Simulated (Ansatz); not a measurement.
# C2H5FSi: small, medium and large basis sets

Aim: see how fast density functionals converge with the basis set for C2H5FSi.

Computed with Ansatz 0.2.0, Gaussian basis. Level: one geometry, several basis sets.

Levels to be run: PBE0-D4/def2-SVP; ωB97M-V/def2-SVP; PBE0-D4/def2-QZVPP; ωB97M-V/def2-QZVPP; the functionals' def2-TZVPP values are taken from earlier runs.

**1. Structure used throughout**

An earlier PBE0-D4 in a triple-zeta def2 set relaxation fixed the geometry.

SMILES `CC[Si]F`, 9 atoms, charge 0, spin multiplicity 1.

Atoms are counted from 1 here; the program's logs count them from 0.

Bond lengths: C1–C2 1.523 Å, C1–H5 1.091 Å, C1–H6 1.093 Å, C1–H7 1.093 Å, C2–Si3 1.891 Å, C2–H8 1.106 Å, C2–H9 1.099 Å, Si3–F4 1.621 Å. Angles: C2–C1–H5 111.2°, C2–C1–H6 111.9°, C2–C1–H7 111.2°, H5–C1–H6 107.9°, H5–C1–H7 107.0°, H6–C1–H7 107.4°, C1–C2–Si3 119.6°, C1–C2–H8 110.7°, C1–C2–H9 112.0°, Si3–C2–H8 102.3°, Si3–C2–H9 107.2°, H8–C2–H9 103.6°, C2–Si3–F4 100.1°.

Coordinates:

```mol
C2H5FSi
  3D, bonds by distance, orders not assigned

  9  8  0  0  0  0  0  0  0  0999 V2000
   -0.3848    0.8082   -0.2982 C   0  0
    0.0907   -0.2491    0.6902 C   0  0
    1.1935   -1.6621    0.0864 Si  0  0
    0.8861   -1.6021   -1.5036 F   0  0
   -0.8789    0.3515   -1.1574 H   0  0
   -1.0873    1.5082    0.1611 H   0  0
    0.4533    1.3925   -0.6853 H   0  0
   -0.7691   -0.7913    1.1260 H   0  0
    0.5850    0.1977    1.5638 H   0  0
  1  2  8  0
  2  3  8  0
  3  4  8  0
  1  5  8  0
  1  6  8  0
  1  7  8  0
  2  8  8  0
  2  9  8  0
M  END
```

**2. PBE0-D4 in def2-SVP**

Input file in.yaml:

```yaml
crystal:
  periodic: [false, false, false]
  atoms:
    - {symbol: C, position_ang: [-0.384788, 0.808213, -0.298185]}
    - {symbol: C, position_ang: [0.090688, -0.249101, 0.690152]}
    - {symbol: Si, position_ang: [1.193509, -1.662059, 0.086432]}
    - {symbol: F, position_ang: [0.886099, -1.602081, -1.503608]}
    - {symbol: H, position_ang: [-0.878854, 0.351501, -1.157447]}
    - {symbol: H, position_ang: [-1.087316, 1.508164, 0.161089]}
    - {symbol: H, position_ang: [0.453308, 1.392506, -0.685309]}
    - {symbol: H, position_ang: [-0.769143, -0.791281, 1.126040]}
    - {symbol: H, position_ang: [0.584998, 0.197737, 1.563835]}
basis:
  gaussian: {orbitals: def2-SVP}
hamiltonian: {xc: pbe0, dispersion: d4}
output: {orbitals: {seedname: orbitals}}
```

After this run come: ωB97M-V in def2-SVP; PBE0-D4 in def2-QZVPP; ωB97M-V in def2-QZVPP.

Q: Predict the results of all the runs planned. Wanted: PBE0-D4: double and triple zeta above quadruple; ωB97M-V: double and triple zeta above quadruple.

The runs gave:

```
                                       quantity          value
PBE0-D4: double and triple zeta above quadruple  9.19, 0.55 eV
ωB97M-V: double and triple zeta above quadruple  9.38, 0.53 eV
```

What this shows: For PBE0-D4 the step from double to triple zeta gains 8.64 eV and the next only 0.55 eV. These are total energies; as a rule much of such shifts cancels in differences, which this series doesn't test.
